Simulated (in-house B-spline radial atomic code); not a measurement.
# Sm: ionisation energy by several methods

An exercise on one series of results from a longer session: the logs are not shown, and one member is left open.

Method: non-relativistic, several functionals, spin-polarised; spherical all-electron atom at the radial basis limit. Code: in-house B-spline radial atomic code version 1.

### Starting point

```
element       : samarium (Z = 62)
charge        : 0
electrons     : 62
configuration : [Xe] 4f6 6s2
nucleus       : point
```

The outer shells:

[Xe] 4f6 6s2
```
[Xe] core
4f [↑ ][↑ ][↑ ][↑ ][↑ ][↑ ][  ]
6s [↑↓]
```

Where spins are not typed, each open shell is filled with up spins first.

The first run:

Settings of the run:

```ini
Z = 62
electrons = 62.0
configuration = [Xe] 4f6 6s2
hamiltonian = nr
method = b88,lyp
spin_polarised = True
```

Among the steps run: BLYP; RPBE; TPSS; AM05; PBE.

One table of the session follows, with a row left open; its other results are not shown here.

```
method  ΔSCF (eV)
  BLYP      5.296
  RPBE      5.275
  AM05      5.216
   PBE          ?
  TPSS      5.192
```

Q: Estimate the row for PBE from the others.

As computed: ΔSCF (eV): 5.302. In the column «ΔSCF (eV)» it is the highest.

To keep in mind: Meta-GGA runs start from a PBE run whose iterations are not counted. These runs leave out relativity, which matters at this nuclear charge.
